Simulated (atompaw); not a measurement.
# Au: generating and testing a PAW (atompaw) potential

Aim: build the potential from the settings below, then test how well it stands in for the atom: scattering, ghost states and the plane-wave cutoff that it needs.

The numbers are computed with atompaw 4.2.0.5 (PBE, scalar-relativistic, spin-unpolarised reference atom).

### 1 Settings

The settings as typed:

| Item | Value |
| --- | --- |
| element | gold (Au, Z = 79) |
| type | PAW |
| frozen core | [Kr] 4d10 4f14 |
| valence charge | 19 |
| reference configuration | 5s2 5p6 5d10 6s0.5 6p0 (charge +0.5) |
| partial waves | 5s (bound): rc 1.75 bohr; 6s (bound): rc 2.20 bohr; 5p (bound): rc 2.00 bohr; 6p (bound, empty): rc 2.00 bohr; 5d (bound): rc 2.20 bohr; 5d channel at -0.05 Ry: rc 2.20 bohr |
| local potential | vpsmatchnc scheme with l = 3 at 0.5 Ry, radius 1.85 bohr |
| core correction | smooth core density matched at 1.10 bohr |
| augmentation charge | besselshape compensation charge, radius 1.70 bohr; PAW radius 2.20 bohr; waves and projectors: custom polynom2 7 10 vanderbiltortho |

An earlier all-electron run gives the scale for the radii.

All-electron outer shells of the reference configuration (PBE, scalar-relativistic, ld1.x):

```
shell  level (eV)  outermost node (bohr)  outermost maximum (bohr)
   4d     -329.97                   0.20                      0.41
   5s     -112.47                   0.48                      0.84
   4f      -85.19                      –                      0.37
   5p      -63.91                   0.52                      0.96
   5d      -10.96                   0.56                      1.21
   6s       -9.38                   1.11                      2.27
   6p       -3.57                   1.32                      3.26
```

### 2 The generation run

Au.input reads:

```
Au 79
GGA-PBE scalarrelativistic loggrid 2001 logderivrange -10 5 376
6 6 5 4 0 0
6 0 0.5
6 1 0
0 0 0
c
c
c
c
v
v
c
c
c
v
v
c
c
v
c
2
2.20 1.70 1.85 1.10
n
n
y
-0.05
n
custom polynom2 7 10 vanderbiltortho besselshape
3 0.5 vpsmatchnc
1.75
2.20
2.00
2.00
2.20
2.20
PWSCFOUT
UPFDX 0.0125d0 UPFXMIN -7.d0 UPFZMESH 79.d0
END
```

The run is started by

```console
$ atompaw < Au.input > Au.log
```

What does the calculation give? Wanted: cutoffs for 10 and 1 mRy, occupied levels; bound ghosts; largest phase difference near zero energy, channels read; lowest eigenvalue of the overlap; share of valence orbitals outside the PAW sphere; UPF file.

**Answer**, as computed:

| quantity | value |
| --- | --- |
| cutoffs for 10 and 1 mRy, occupied levels | 21 Ry and 70 Ry |
| bound ghosts | none found |
| largest phase difference near zero energy, channels read | 0.027 rad |
| lowest eigenvalue of the overlap (Bessel basis) | 0.411 (s) |
| share of valence orbitals outside the PAW sphere | 5s 0 %, 6s 68 %, 5p 1 %, 6p 92 %, 5d 17 % |
| UPF file | written |

**Reading.** It counts as soft on the atom at that tolerance, with 21 Ry needed at the looser tolerance. The tighter tolerance needs 70 Ry, and converged work needs a cutoff nearer that. No bound ghost shows below the valence levels. Near zero energy the phases of the channels with partial waves agree within 0.027 rad. Note that the frozen 4f shell (-85 eV) lies higher than the valence 5s shell (-112 eV).
